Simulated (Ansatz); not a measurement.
This script for the Python package of Ansatz (0.2.0) starts 6 runs on O, space group P4/mmm. What input does the engine get in each?

The script, `cleave_o.py`:
```python
# -*- coding: utf-8 -*-
"""Cleavage curve of O."""

from dataclasses import dataclass

import ansatz as az
import numpy as np


@dataclass(frozen=True)
class Options:
    cutoff: int = 630
    filling: str = "fermi_dirac"
    width_ev: float = 0.2
    extra_bands: int = 6
    kgrid: tuple[int, ...] = (9, 9, 3)


cfg = Options()

vectors0 = np.array([
    [1.77559126, 0.0, 0.0],
    [0.0, 1.77559126, 0.0],
    [0.0, 0.0, 3.0530507],
])
sites = [
    ("O", [0.0, 0.0, 0.0]),
]


def crystal_on(cell):
    crystal = az.Crystal(lattice=az.Lattice.of(cell))
    for symbol, position in sites:
        crystal = crystal.atom(symbol, position)
    return crystal


def main():
    block = crystal_on(vectors0).supercell(1, 1, 2).resolved()
    cell0 = np.array(block.lattice.vectors)
    xyz = np.array([site.position for site in block.sites]) @ cell0
    normal = np.cross(cell0[0], cell0[1])
    area = np.linalg.norm(normal)
    normal *= np.sign(normal @ cell0[2]) / area
    # the atoms stay where they are; only the third vector changes
    energies = []
    for amount in [0, 0.25, 0.5, 1.0, 2.0, 3.0]:
        cell = cell0.copy()
        cell[2] += amount * normal
        moved = az.Crystal(lattice=az.Lattice.of(cell))
        for site, fraction in zip(block.sites, xyz @ np.linalg.inv(cell)):
            moved = moved.atom(site.symbol, fraction)
        base = moved.calculation()
        base = base.basis(cfg.cutoff)
        base = base.functional(az.Functional.R2SCAN).occupations(cfg.filling, width=cfg.width_ev)
        base = base.scf(extra_bands=cfg.extra_bands).kpoints(*cfg.kgrid)
        energies.append(base.run().report["free_energy_ev"])
        print(f"gap {amount:4.2f} A: {(energies[-1] - energies[0]) / area * 16.02177:8.4f} J/m^2")


if __name__ == "__main__":
    main()
```

Run 1:
```yaml
crystal:
  lattice:
    - [1.77559126, 0.0, 0.0]
    - [0.0, 1.77559126, 0.0]
    - [0.0, 0.0, 6.1061014]
  atoms:
    - { symbol: O, position: [0.0, 0.0, 0.0] }
    - { symbol: O, position: [0.0, 0.0, 0.49999999999999994] }
basis:
  ecutwfc: 630.0
kpoints:
  mp_grid:
    grid: [9, 9, 3]
hamiltonian:
  xc: r2scan
scf:
  n_extra_bands: 6
  occupations:
    method: fermi_dirac
    width: 0.2
```

Run 2, against run 1:
```diff
-    - [0.0, 0.0, 6.1061014]
+    - [0.0, 0.0, 6.3561014]
-    - { symbol: O, position: [0.0, 0.0, 0.49999999999999994] }
+    - { symbol: O, position: [0.0, 0.0, 0.48033385685130825] }
```

Run 3, against run 1:
```diff
-    - [0.0, 0.0, 6.1061014]
+    - [0.0, 0.0, 6.6061014]
-    - { symbol: O, position: [0.0, 0.0, 0.49999999999999994] }
+    - { symbol: O, position: [0.0, 0.0, 0.46215619699691557] }
```

Run 4, against run 1:
```diff
-    - [0.0, 0.0, 6.1061014]
+    - [0.0, 0.0, 7.1061014]
-    - { symbol: O, position: [0.0, 0.0, 0.49999999999999994] }
+    - { symbol: O, position: [0.0, 0.0, 0.4296379305817392] }
```

Run 5, against run 1:
```diff
-    - [0.0, 0.0, 6.1061014]
+    - [0.0, 0.0, 8.1061014]
-    - { symbol: O, position: [0.0, 0.0, 0.49999999999999994] }
+    - { symbol: O, position: [0.0, 0.0, 0.3766361348502253] }
```

Run 6, against run 1:
```diff
-    - [0.0, 0.0, 6.1061014]
+    - [0.0, 0.0, 9.1061014]
-    - { symbol: O, position: [0.0, 0.0, 0.49999999999999994] }
+    - { symbol: O, position: [0.0, 0.0, 0.3352752803741017] }
```

Running `python cleave_o.py` prints:
```text
gap 0.00 A:   0.0000 J/m^2
gap 0.25 A:   0.0034 J/m^2
gap 0.50 A:   0.0230 J/m^2
gap 1.00 A:   0.0567 J/m^2
gap 2.00 A:   0.0779 J/m^2
gap 3.00 A:   0.0801 J/m^2
```

Caveats:
- The settings weren't tested for convergence.
- For a metal this k-point mesh is coarse: on a finer one energies can move by several to tens of meV an atom and pressures by half a GPa or more, differences at one mesh by less.
- No spin polarisation was allowed.
- This isn't the structure that O takes at ambient conditions.
- Gaps and levels are Kohn-Sham values on a finite set of k-points.
- The atoms are held rigidly, so these energies lie above those of relaxed faces or faults.
- Timing: 6.4 s on 1 thread of Intel(R) Xeon(R) Platinum 8488C (Sapphire Rapids), on a shared host, peak memory 0.41 GiB.

(A comment or docstring line of the script was reworded after the run, the code is as it ran; lines on the test bed's own set-up are left out of the output.)
